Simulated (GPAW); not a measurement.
# GaB (P4/mmm) in GPAW: further runs

Aim: see how the results for GaB move with the level of theory and the settings. Levels: LDA, PBE. Tasks: band structure.

All numbers are computed with GPAW 26.7.0; they aren't measurements. Logs are shortened: lines on timing, memory, paths and dates and some standing lists are left out, and cuts for length are marked. The log counts tension as positive stress, the text compression.

### Step 1. The crystal as given

Symmetry: P4/mmm, No. 123, tetragonal system. Conventional cell: a = 2.718 Å, b = 2.718 Å, c = 3.236 Å, α = 90.00°, β = 90.00°, γ = 90.00°. Ga (site symmetry 4/mmm) has 8 B at 2.51 Å and 4 Ga at 2.72 Å as nearest neighbours. B (site symmetry 4/mmm) is surrounded by 8 Ga at 2.51 Å and 4 B at 2.72 Å.

The cell was built by a generator and needn't be a form met in nature.

### Step 2. Band structure, LDA

Contents of run.py:

```python
from ase.dft.bandgap import bandgap
from ase.io import read, write
from ase.units import GPa
from gpaw import GPAW, PW

atoms = read('POSCAR')

calc = GPAW(mode=PW(800),
            xc='LDA',
            kpts={'size': (10, 10, 8), 'gamma': True},
            occupations={'name': 'fermi-dirac', 'width': 0.05},
            nbands=10,
            convergence={'density': 1e-05, 'energy': 1e-05},
            maxiter=150,
            txt='gpaw.txt')
atoms.calc = calc
energy = atoms.get_potential_energy()
forces = atoms.get_forces()
stress = atoms.get_stress()
calc.write('gs.gpw')
write('result.traj', atoms)
print(f'Energy: {energy:.6f} eV')
print('Forces (eV/A):')
print(forces.round(4))
print('Stress (GPa):', (stress / GPa).round(3))
print('Fermi level:', round(calc.get_fermi_level(), 4), 'eV')
print(f'Gap: {bandgap(calc)[0]:.4f} eV, direct: {bandgap(calc, direct=True)[0]:.4f} eV')

path = atoms.cell.bandpath('GXMGZRAZ,XR,MA', npoints=100, eps=1e-4)
bs_calc = calc.fixed_density(kpts=path, symmetry='off', nbands=18,
                             convergence={'bands': 'CBM+6.0', 'eigenstates': 1e-6}, txt='bands.txt')
bs = bs_calc.band_structure()
bs.write('bs.json')
print(f'Gap on the path: {bandgap(bs_calc)[0]:.4f} eV')
```

Contents of POSCAR:

```
GaB
1.0
    2.7182400000      0.0000000000      0.0000000000
    0.0000000000      2.7182400000      0.0000000000
    0.0000000000      0.0000000000      3.2362100000
Ga B
1 1
Direct
    0.5000000000      0.5000000000      0.5000000000
    0.0000000000      0.0000000000      0.0000000000
```

Potentials or basis: the program's PAW data sets (release 1.2.1) made for this functional, pw.

The run is started by

```console
$ OMP_NUM_THREADS=1 python run.py
```

gpaw.txt:

```text
__  _  _
 | _ |_)|_||  |
 |__||  | ||/\| - 26.7.0

Input parameters:
  mode=PW(ecut=800.0),
  convergence={'density': 1e-05, 'energy': 1e-05},
  kpts=MonkhorstPack(size=(10, 10, 8), gamma=True),
  maxiter=150,
  nbands=10,
  occupations=Occupations(name='fermi-dirac', width=0.05),
  xc=XC(name='LDA')

Diagonalizing LCAO Hamiltonian
Converting LCAO to pw mode
   .------.
  /|      |
 * |      |
 | |  Ga  |
 | .------.
 |/      /
 B------*

Atoms  # Å, Bohr magnetons
|   | symbol |        x |        y |        z |    initial magnetic moments |
|---|--------|----------|----------|----------|-----------------------------|
| 0 |     Ga | 1.359120 | 1.359120 | 1.618105 | ( 0.0000,  0.0000,  0.0000) |
| 1 |      B | 0.000000 | 0.000000 | 0.000000 | ( 0.0000,  0.0000,  0.0000) |

Unit cell  # Å
| periodic |        x |        y |        z |  lengths |    angles |
|----------|----------|----------|----------|----------|-----------|
|      yes | 2.718240 | 0.000000 | 0.000000 | 2.718240 | 90.000000 |
|      yes | 0.000000 | 2.718240 | 0.000000 | 2.718240 | 90.000000 |
|      yes | 0.000000 | 0.000000 | 3.236210 | 3.236210 | 90.000000 |

Number of symmetries: 16
Symmetry operations  # r_c * U_cc + t_c -> r_c
|    | kind |            matrix            |
|----|------|------------------------------|
|  0 |  E   |  1, 0, 0,  0, 1, 0,  0, 0, 1 |
|  1 |  σ   |  1, 0, 0,  0, 1, 0,  0, 0,-1 |
|  2 |  σ   |  1, 0, 0,  0,-1, 0,  0, 0, 1 |
|  3 |  C2  |  1, 0, 0,  0,-1, 0,  0, 0,-1 |
|  4 |  σ   |  0, 1, 0,  1, 0, 0,  0, 0, 1 |
|  5 |  C2  |  0, 1, 0,  1, 0, 0,  0, 0,-1 |
|  6 |  C4  |  0, 1, 0, -1, 0, 0,  0, 0, 1 |
|  7 |  S4  |  0, 1, 0, -1, 0, 0,  0, 0,-1 |
|  8 |  C4  |  0,-1, 0,  1, 0, 0,  0, 0, 1 |
|  9 |  S4  |  0,-1, 0,  1, 0, 0,  0, 0,-1 |
| 10 |  σ   |  0,-1, 0, -1, 0, 0,  0, 0, 1 |
| 11 |  C2  |  0,-1, 0, -1, 0, 0,  0, 0,-1 |
| 12 |  σ   | -1, 0, 0,  0, 1, 0,  0, 0, 1 |
| 13 |  C2  | -1, 0, 0,  0, 1, 0,  0, 0,-1 |
| 14 |  C2  | -1, 0, 0,  0,-1, 0,  0, 0, 1 |
| 15 |  i   | -1, 0, 0,  0,-1, 0,  0, 0,-1 |

BZ-sampling:
  Number of BZ points: 800
  Number of IBZ points: 105

  Monkhorst-Pack size: [10, 10, 8]
  Monkhorst-Pack shift: [0.05, 0.05, 0.0625]

K-points  # in reciprocal-cell coordinates
|     |                                coordinates |     weight |
|-----|--------------------------------------------|------------|
|   0 | (  0.00000000,   0.00000000,   0.00000000) | 0.00125000 |
|   1 | (  0.00000000,   0.00000000,   0.12500000) | 0.00250000 |
|   2 | (  0.00000000,   0.00000000,   0.25000000) | 0.00250000 |
|   3 | (  0.00000000,   0.00000000,   0.37500000) | 0.00250000 |
|   4 | (  0.00000000,   0.00000000,   0.50000000) | 0.00125000 |
|   5 | (  0.10000000,   0.00000000,   0.00000000) | 0.00500000 |
|   6 | (  0.10000000,   0.00000000,   0.12500000) | 0.01000000 |
|   7 | (  0.10000000,   0.00000000,   0.25000000) | 0.01000000 |
|   8 | (  0.10000000,   0.00000000,   0.37500000) | 0.01000000 |
|   9 | (  0.10000000,   0.00000000,   0.50000000) | 0.00500000 |
| ... |                                            |            |
| 104 | (  0.50000000,   0.50000000,   0.50000000) | 0.00125000 |

Plane wave coefficients: 1248
Cutoff: 800.0 eV

Spin-components: 1 (collinear spins)
Bands:           10
Projectors:      10
Spin-degeneracy: 2
Datatype:        complex128

Parallelization:
  kpt:    1
  domain: 1
  band:   1

Density:
  Valence electrons: 6.0
  Components: 1
  Grid points: [18 18 24]
  Charge: 0.0  # |e|

Potential:
  Grid points: [18 18 24]

species:
  Ga:
    name:    Gallium
    Z:       31.0
    valence: 3
    core:    28
    charge:  0.0  # [|e|]
    compensation charges:
      type: gauss
      rc: 0.37  # [Å]
      lmax: 2
    cutoffs:
      filter: 2.06  # [Å]
      core: 4.17  # [Å]
    projectors
    | kind |    occ | energy [eV] | rcut [Å] |
    |------|--------|-------------|----------|
    |   4s |  2.000 |      -9.167 |    1.164 |
    |   4p |  1.000 |      -2.734 |    1.164 |
    |    s |        |      18.045 |    1.164 |
    |    p |        |      24.478 |    1.164 |
    |    d |        |       0.000 |    1.164 |

    Using partial waves for Ga as LCAO basis

  B:
    name:    Boron
    Z:       5.0
    valence: 3
    core:    2
    charge:  0.0  # [|e|]
    compensation charges:
      type: gauss
      rc: 0.20  # [Å]
      lmax: 2
    cutoffs:
      filter: 1.14  # [Å]
      core: 1.42  # [Å]
    projectors
    | kind |    occ | energy [eV] | rcut [Å] |
    |------|--------|-------------|----------|
    |   2s |  2.000 |      -9.383 |    0.635 |
    |   2p |  1.000 |      -3.714 |    0.635 |
    |    s |        |      17.828 |    0.635 |
    |    p |        |      23.498 |    0.635 |
    |    d |        |       0.000 |    0.635 |

    Using partial waves for B as LCAO basis

Reference energy: -53470.670387  # eV

eigensolver:
  PPCG
  Converge bands: occupied
  niter=2

density mixing:
  MSR1-Mixer
  Pratt-step length: 0.05
  Maximum mixing coefficient: 0.75
  Old densities: 10
  SVD Regularization: 0.005
  Good broyden scale: 1.0
  Trust region scale: 1.0
  Backstep threshold: 4.0
  History deletion threshold: 6.0
  Fourier metric: weight=20.0, sigma=0.015

occupation numbers:
  Fermi-Dirac:
    width: 0.0500  # eV

poisson solver:
  ecut: 6400.0  # eV

xc functional:
  name: None

convergence criteria:
- Maximum integral of absolute [dens]ity change: 1e-05 electrons / valence electron
- Maximum [total energy] change in last 3 cyles: 1e-05 eV / valence electron
- Maximum integral of absolute [eigenst]ate change: 4e-08 eV^2 / valence electron
maximum number of iterations: 150

SCF iterations
|iter     | |      energy | eigst |  dens |
|---------|-|-------------|-------|-------|
|iter:   1| |   -8.692540 | -0.35 |       |
|iter:   2| |   -8.665323 | -2.23 | -0.94 |
|iter:   3| |   -8.548123 | -2.38 | -0.99 |
|iter:   4| |   -8.546986 | -4.02 | -1.68 |
|iter:   5| |   -8.546793 | -4.66 | -2.07 |
|iter:   6| |   -8.546796 | -6.12 | -3.03 |
|iter:   7| |   -8.546796c| -7.58c| -3.70 |
|iter:   8| |   -8.546796c| -8.43c| -4.67 |
|iter:   9| |   -8.546796c| -9.41c| -5.55c|

Converged in 9 steps
Energy contributions relative to reference atoms: (reference = -53470.670387)

Energy contributions:
  Kinetic:          17.610832
  Coulomb:         -13.571004
  Zero:              0.018519
  External:          0.000000
  Xc:              -12.602312
  Entropy:          -0.005662
  Spinorbit:         0.000000
  ----------------------------
  Free energy:      -8.549627
  Extrapolated:     -8.546796

dipole moment: (-4.210408, -4.210408, -5.012715)  # |e|*Ang

Fermi level: 7.841
Eigenvalues  # (at kpt = [0.000, 0.000, 0.000])
| band index |      eig [eV] | occ [0-2] |
|------------|---------------|-----------|
|          0 |        -5.432 |     2.000 |
|          1 |         6.199 |     2.000 |
|          2 |         9.776 |     0.000 |
|          3 |        10.533 |     0.000 |
|          4 |        10.533 |     0.000 |
|          5 |        17.019 |     0.000 |
|          6 |        17.387 |     0.000 |
|          7 |        20.901 |     0.000 |
|          8 |        22.079 |     0.000 |
|          9 |        22.079 |     0.000 |

No gap
No difference between direct/indirect transitions

Forces  # eV/Ang
|       x |        y |       z |
|---------|----------|---------|
| 0.00000 | -0.00000 | 0.00000 |  # Ga   0
| 0.00000 |  0.00000 | 0.00000 |  # B    1

Stress tensor  # eV/Ang^3
|        x |        y |        z |
|----------|----------|----------|
| 0.036329 | 0.000000 | 0.000000 |
| 0.000000 | 0.036329 | 0.000000 |
| 0.000000 | 0.000000 | 0.036922 |

# Writing to gs.gpw (mode='')
```

bands.txt:

```text
Diagonalizing LCAO Hamiltonian
Converting LCAO to pw mode
convergence criteria:
- Maximum integral of absolute [eigenst]ate change: 1e-06 eV^2 / valence electron
maximum number of iterations: 150

SCF iterations
|iter     | |      energy | eigst |  dens |
|---------|-|-------------|-------|-------|
|iter:   1| |             | +0.29 |       |
[... 104 lines left out ...]
         [0.5       , 0.5       , 0.11111111],
         [0.5       , 0.5       , 0.16666667],
         [0.5       , 0.5       , 0.22222222],
         [0.5       , 0.5       , 0.27777778],
         [0.5       , 0.5       , 0.33333333],
         [0.5       , 0.5       , 0.38888889],
         [0.5       , 0.5       , 0.44444444],
         [0.5       , 0.5       , 0.5       ]])),
  maxiter=150,
  nbands=18,
  occupations=Occupations(name='fermi-dirac', width=0.05),
  symmetry=Symmetry(point_group=False, time_reversal=False),
  xc=XC(name='LDA')
```

It took 18 s on 1 thread of Intel Xeon 6975P-C (Granite Rapids), shared host; peak memory 0.25 GiB.

Results:

- Free energy: -8.5496 eV
- Pressure: -5.9 GPa
- Band gap along the path: none (metal or under the smearing width)

Levels at the corners of the path, in eV from the Fermi level:
| point | band 1 | band 2 | band 3 | band 4 | band 5 | band 6 | band 7 | band 8 |
| --- | --- | --- | --- | --- | --- | --- | --- | --- |
| Γ | -13.27 | -1.64 | 1.93 | 2.69 | 2.69 | 9.18 | 9.55 | 13.06 |
| X | -8.50 | -8.38 | 1.92 | 5.03 | 5.43 | 5.57 | 5.60 | 11.28 |
| M | -4.44 | -4.44 | -3.49 | -2.06 | 3.31 | 7.64 | 7.64 | 9.81 |
| Γ | -13.27 | -1.64 | 1.93 | 2.69 | 2.69 | 9.18 | 9.55 | 13.06 |
| Z | -10.06 | -9.70 | 4.31 | 4.31 | 7.85 | 9.58 | 9.58 | 10.01 |
| R | -5.43 | -5.27 | -5.06 | -4.37 | 5.43 | 10.17 | 11.84 | 13.69 |
| A | -1.80 | -1.33 | -1.33 | -0.41 | 0.12 | 0.12 | 1.16 | 1.58 |
| Z | -10.06 | -9.70 | 4.31 | 4.31 | 7.85 | 9.58 | 9.58 | 10.01 |
| X | -8.50 | -8.38 | 1.92 | 5.03 | 5.43 | 5.57 | 5.60 | 11.28 |
| R | -5.43 | -5.27 | -5.06 | -4.37 | 5.43 | 10.17 | 11.84 | 13.69 |
| M | -4.44 | -4.44 | -3.49 | -2.06 | 3.31 | 7.64 | 7.64 | 9.81 |
| A | -1.80 | -1.33 | -1.33 | -0.41 | 0.12 | 0.12 | 1.16 | 1.58 |

### Step 3. Band structure, PBE

run.py, as its differences from that of step 2:

```diff
@@ -2,9 +2,10 @@
 from ase.io import read, write
-from ase.units import GPa
+from ase.units import Bohr, GPa
 from gpaw import GPAW, PW
+from gpaw.elf import elf_from_dft_calculation
 
-atoms = read('POSCAR')
+atoms = read('GaB.xyz')
 
 calc = GPAW(mode=PW(800),
-            xc='LDA',
+            xc='PBE',
             kpts={'size': (10, 10, 8), 'gamma': True},
@@ -28,2 +29,7 @@
 
+# fields on the real-space grid
+write('density.cube', atoms, data=calc.get_pseudo_density() * Bohr**3)
+write('potential.cube', atoms, data=calc.get_electrostatic_potential())
+write('elf.cube', atoms, data=elf_from_dft_calculation(calc).data)
+
 path = atoms.cell.bandpath('GXMGZRAZ,XR,MA', npoints=100, eps=1e-4)
```

Contents of GaB.xyz:

```xyz
2
Lattice="2.7182400000 0.0000000000 0.0000000000 0.0000000000 2.7182400000 0.0000000000 0.0000000000 0.0000000000 3.2362100000" Properties=species:S:1:pos:R:3 pbc="T T T"
Ga     1.3591200000      1.3591200000      1.6181050000
B      0.0000000000      0.0000000000      0.0000000000
```

Potentials or basis: GPAW PAW data sets (gpaw-data 1.2.1), pw.

The run is started by

```console
$ OMP_NUM_THREADS=1 python run.py
```

Run time: 18 s. Hardware: 1 thread of Intel Xeon 6975P-C (Granite Rapids), shared host; peak memory 0.25 GiB.

Results (log left out):

* Free energy: -7.1711 eV
* Pressure: 1.0 GPa
* Band gap along the path: none (metal or under the smearing width)

Stress tensor (GPa, compression positive):
```
1.29 0.00 0.00
0.00 1.29 0.00
0.00 0.00 0.27
```

Levels at the corners of the path, in eV from the Fermi level:
| point | band 1 | band 2 | band 3 | band 4 | band 5 | band 6 | band 7 | band 8 |
| --- | --- | --- | --- | --- | --- | --- | --- | --- |
| Γ | -13.31 | -1.63 | 1.94 | 2.74 | 2.74 | 9.11 | 9.43 | 13.30 |
| X | -8.60 | -8.33 | 1.92 | 5.10 | 5.57 | 5.58 | 5.65 | 11.41 |
| M | -4.44 | -4.44 | -3.64 | -1.91 | 3.33 | 7.75 | 7.75 | 10.02 |
| Γ | -13.31 | -1.63 | 1.94 | 2.74 | 2.74 | 9.11 | 9.43 | 13.30 |
| Z | -10.01 | -9.81 | 4.37 | 4.37 | 8.03 | 9.70 | 9.70 | 10.04 |
| R | -5.44 | -5.29 | -5.21 | -4.23 | 5.51 | 10.33 | 12.02 | 13.94 |
| A | -1.96 | -1.36 | -1.36 | -0.45 | 0.17 | 0.17 | 1.41 | 1.62 |
| Z | -10.01 | -9.81 | 4.37 | 4.37 | 8.03 | 9.70 | 9.70 | 10.04 |
| X | -8.60 | -8.33 | 1.92 | 5.10 | 5.57 | 5.58 | 5.65 | 11.41 |
| R | -5.44 | -5.29 | -5.21 | -4.23 | 5.51 | 10.33 | 12.02 | 13.94 |
| M | -4.44 | -4.44 | -3.64 | -1.91 | 3.33 | 7.75 | 7.75 | 10.02 |
| A | -1.96 | -1.36 | -1.36 | -0.45 | 0.17 | 0.17 | 1.41 | 1.62 |
